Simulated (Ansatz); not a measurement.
Working through a ladder of methods at one geometry of CH7NOSi2, SMILES [SiH3]N[SiH]1CO1

With Ansatz 0.2.0 through its Python package.

Typed at the interpreter:
```pycon
>>> from pathlib import Path
>>> import warnings
>>> import ansatz as az
>>> import numpy as np
>>> params = {
...     "basis": "cc-pVDZ",
... }
>>> GEOMETRY = """
... Si   -0.59290   -1.23530    1.59170
... N    -0.55210    0.24210    0.69900
... Si    0.38710    0.02450   -0.66610
... C     0.29910    1.24240   -2.02180
... O     1.05350    1.52500   -0.92200
... H    -1.18490   -2.25240    0.71900
... H     0.72890   -1.52910    2.10170
... H    -1.50900   -0.92750    2.71410
... H    -0.12930    0.99350    1.30930
... H     1.60340   -0.85310   -0.47780
... H    -0.74450    1.72330   -2.07310
... H     0.71760    0.99140   -2.94000
... """
>>> warnings.simplefilter("ignore", az.DeckWarning)
>>> ch7nosi2 = az.Crystal.molecule()
>>> for line in GEOMETRY.strip().splitlines():
...     symbol, *xyz = line.split()
...     ch7nosi2 = ch7nosi2.atom(symbol, [float(v) for v in xyz])
...
>>> calc = ch7nosi2.calculation().basis(gaussian=params["basis"])
>>> print("functional    E (Ha)        dipole (D)   HOMO (eV)  LUMO (eV)")
functional    E (Ha)        dipole (D)   HOMO (eV)  LUMO (eV)
>>> for name in ["revpbe", "cam_b3lyp", "pbe", "hse06"]:
...     data = calc.functional(name).forces().orbitals().run(threads=1, pin="off", runs_dir="runs").report
...     lines = Path(data["orbitals_path"]).read_text().splitlines()
...     field_of = lambda key: [line.split("=")[1].strip() for line in lines if line.startswith(key)]
...     orbitals = [(27.211386 * float(e), s, float(n)) for e, s, n in zip(field_of("Ene="), field_of("Spin="), field_of("Occup="))]
...     homo = max(e for e, _, n in orbitals if n > 0.5)
...     lumo = min(e for e, _, n in orbitals if n < 0.5)
...     dipole = 4.803205 * np.linalg.norm(data["charge_distribution"]["dipole_moment_e_ang"])
...     print(f"{name:10s} {data['free_energy_ev'] / 27.211386246:14.6f} {dipole:9.3f} {homo:11.3f} {lumo:10.3f}")
...
revpbe        -751.059501     0.952      -5.506     -1.694
cam_b3lyp     -751.168773     1.430      -7.995      0.123
pbe           -750.730969     0.959      -5.546     -1.766
hse06         -750.781823     1.255      -6.346     -1.347
```

Reading the output:
- Total energies depend on the basis set; only differences at equal settings carry meaning.
- The geometry is a force-field or estimated start, not a minimum of this method, and the basis set is short of its limit. A lower total doesn't mark the better method: functionals have no common bound, and MP2 and coupled cluster aren't variational.
- Levels such as HOMO and LUMO are orbital energies: with these approximate functionals they aren't the ionisation energy and electron affinity, and their gap isn't the fundamental gap.
- For Al to Cl the sets with a tight d function, cc-pV(X+d)Z, are usual.
- hse06 follows the composition of plane-wave codes, whose totals differ by tens of mHa, up to about 0.1 Ha, from the form usual in Gaussian-basis programs (wpbeh).
- Wall time of the script: 24 s on 1 thread of Arm Neoverse V1 (shared host), peak memory 0.35 GiB.
